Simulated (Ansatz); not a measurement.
# GaH6NOSi2: the cost of one run

Program: Ansatz 0.2.0, Gaussian basis. Level of theory: the settings change from run to run. These are calculated values, not measurements.

**1. The geometry**

The geometry comes from an earlier relaxation with PBE0-D4 in a triple-zeta def2 set; it is a stationary point, not always the lowest conformer.

SMILES `[NH2][Ga]1[O][SiH2][SiH2]1`, 11 atoms, charge 0, spin multiplicity 1.

Atoms are counted from 1 here; the program's logs count them from 0.

Bond lengths: N1–Ga2 1.800 Å, N1–H6 1.004 Å, N1–H7 1.006 Å, Ga2–O3 1.851 Å, Ga2–Si5 2.398 Å, O3–Si4 1.647 Å, Si4–Si5 2.366 Å, Si4–H8 1.490 Å, Si4–H9 1.490 Å, Si5–H10 1.488 Å, Si5–H11 1.488 Å. Angles: Ga2–N1–H6 124.6°, Ga2–N1–H7 122.5°, H6–N1–H7 112.9°, N1–Ga2–O3 115.9°, N1–Ga2–Si5 156.0°, O3–Ga2–Si5 88.1°, Ga2–O3–Si4 105.9°, O3–Si4–Si5 94.2°, O3–Si4–H8 112.7°, O3–Si4–H9 112.7°, Si5–Si4–H8 114.3°, Si5–Si4–H9 114.3°, H8–Si4–H9 108.3°, Ga2–Si5–Si4 71.8°, Ga2–Si5–H10 116.1°, Ga2–Si5–H11 116.0°, Si4–Si5–H10 119.7°, Si4–Si5–H11 119.6° and more.

**2. rPW86-PBE/6-31G**

Set apart from the defaults: multiplicity 3, atoms shaken by 0.03 Å.

in.yaml reads:

```yaml
crystal:
  periodic: [false, false, false]
  atoms:
    - {symbol: N, position_ang: [-1.373354, 2.359325, -0.333450]}
    - {symbol: Ga, position_ang: [-0.428449, 0.813643, -0.218337]}
    - {symbol: O, position_ang: [-0.744468, -0.296276, 1.235744]}
    - {symbol: Si, position_ang: [0.288604, -1.543342, 1.066575]}
    - {symbol: Si, position_ang: [1.236858, -0.755477, -0.965846]}
    - {symbol: H, position_ang: [-1.307426, 2.993453, -1.092960]}
    - {symbol: H, position_ang: [-2.052522, 2.538793, 0.348268]}
    - {symbol: H, position_ang: [-0.423760, -2.833806, 0.912398]}
    - {symbol: H, position_ang: [1.267843, -1.584999, 2.187112]}
    - {symbol: H, position_ang: [2.590951, -0.300906, -0.970797]}
    - {symbol: H, position_ang: [0.934953, -1.511707, -2.244189]}
basis:
  gaussian: {orbitals: 6-31G}
magnetization: {spin_polarized: true, initial_magnetization: 2}
hamiltonian: {xc: {name: rPW86-PBE}}
output: {forces: true}
```

Run with:

```sh
> ansatz run in.yaml --threads 4 --pin off --events-out ev --progress --plain --max-ram 10444MiB
```

What time and memory should one allow on 4 threads of Arm Neoverse V1, shared host?

About 22 s, with a peak of 0.53 GiB.
